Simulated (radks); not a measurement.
# Taking charge from the 3d level of Nb¹¹⁺ in fractions

Aim: follow energy and eigenvalue as charge leaves the 3d level of Nb¹¹⁺ bit by bit, and test Janak's theorem, Slater's transition state and the straight-line condition.

Method: scalar-relativistic Kohn-Sham, LDA (Slater exchange, Perdew-Wang correlation), spin-polarised, spherical densities, finite nucleus. Code: radks (a radial shooting solver on a logarithmic mesh, Libxc functionals) version 1.

### Step 1. Starting point

| Item | Value |
| --- | --- |
| element | niobium (Z = 41) |
| charge | +11 |
| electrons | 30 |
| configuration | [Ar] 3d(up 5, down 5) 4s2 |
| nuclear rms radius | 4.324 fm |

A shell typed twice in an input gives spin up, then spin down.

### Step 2. Start: [Ar] 3d(up 5, down 5) 4s2

Input:

```text
Z 41
configuration [Ar] 3d5 3d5 4s2
relativity scalar-relativistic
functional lda,pw
spin polarised
nucleus finite rms 4.324 fm
c 137.035999084
```

### Step 3. 0.1 electron removed from 3d

Input:

```text
Z 41
configuration [Ar] 3d5 3d4.9 4s2
relativity scalar-relativistic
functional lda,pw
spin polarised
nucleus finite rms 4.324 fm
c 137.035999084
```

### Step 4. 0.2 electron removed from 3d

Input:

```text
Z 41
configuration [Ar] 3d5 3d4.8 4s2
relativity scalar-relativistic
functional lda,pw
spin polarised
nucleus finite rms 4.324 fm
c 137.035999084
```

### Step 5. 0.3 electron removed from 3d

Input:

```text
Z 41
configuration [Ar] 3d5 3d4.7 4s2
relativity scalar-relativistic
functional lda,pw
spin polarised
nucleus finite rms 4.324 fm
c 137.035999084
```

### Step 6. 0.4 electron removed from 3d

Input:

```text
Z 41
configuration [Ar] 3d5 3d4.6 4s2
relativity scalar-relativistic
functional lda,pw
spin polarised
nucleus finite rms 4.324 fm
c 137.035999084
```

### Step 7. 0.5 electron removed from 3d

Input:

```text
Z 41
configuration [Ar] 3d5 3d4.5 4s2
relativity scalar-relativistic
functional lda,pw
spin polarised
nucleus finite rms 4.324 fm
c 137.035999084
```

### Step 8. 0.6 electron removed from 3d

Input:

```text
Z 41
configuration [Ar] 3d5 3d4.4 4s2
relativity scalar-relativistic
functional lda,pw
spin polarised
nucleus finite rms 4.324 fm
c 137.035999084
```

### Step 9. 0.7 electron removed from 3d

Input:

```text
Z 41
configuration [Ar] 3d5 3d4.3 4s2
relativity scalar-relativistic
functional lda,pw
spin polarised
nucleus finite rms 4.324 fm
c 137.035999084
```

### Step 10. 0.8 electron removed from 3d

Input:

```text
Z 41
configuration [Ar] 3d5 3d4.2 4s2
relativity scalar-relativistic
functional lda,pw
spin polarised
nucleus finite rms 4.324 fm
c 137.035999084
```

### Step 11. 0.9 electron removed from 3d

Input:

```text
Z 41
configuration [Ar] 3d5 3d4.1 4s2
relativity scalar-relativistic
functional lda,pw
spin polarised
nucleus finite rms 4.324 fm
c 137.035999084
```

### Step 12. 1 electron removed from 3d

Input:

```text
Z 41
configuration [Ar] 3d5 3d4 4s2
relativity scalar-relativistic
functional lda,pw
spin polarised
nucleus finite rms 4.324 fm
c 137.035999084
```

What does the calculation give? Wanted: for each run, removed; E − E(0); eigenvalue; E minus straight line.

As calculated:

| removed (e) | E − E(0) (eV) | eigenvalue (eV) | E minus straight line (eV) |
| --- | --- | --- | --- |
| 0 | 0.000 | -403.69 | 0.000 |
| 0.1 | 40.588 | -408.29 | -2.092 |
| 0.2 | 81.637 | -412.91 | -3.723 |
| 0.3 | 123.15 | -417.54 | -4.892 |
| 0.4 | 165.12 | -422.19 | -5.597 |
| 0.5 | 207.56 | -426.85 | -5.837 |
| 0.6 | 250.47 | -431.53 | -5.610 |
| 0.7 | 293.85 | -436.22 | -4.914 |
| 0.8 | 337.69 | -440.93 | -3.748 |
| 0.9 | 382.01 | -445.66 | -2.111 |
| 1 | 426.80 | -450.40 | 0.000 |

What this shows: Removing the whole electron costs 426.80 eV, against 403.69 eV from minus the starting eigenvalue. Slater's transition state, half an electron removed, gives 426.85 eV. The trapezoid integral of minus the eigenvalue gives 426.92 eV over the range, against 426.80 eV from the energies (Janak's theorem; approximate here, since the scalar-relativistic density holds large components alone). The eigenvalue moves by 46.7 eV per electron. E bends below the straight line by 5.84 eV at 0.5 electron removed.
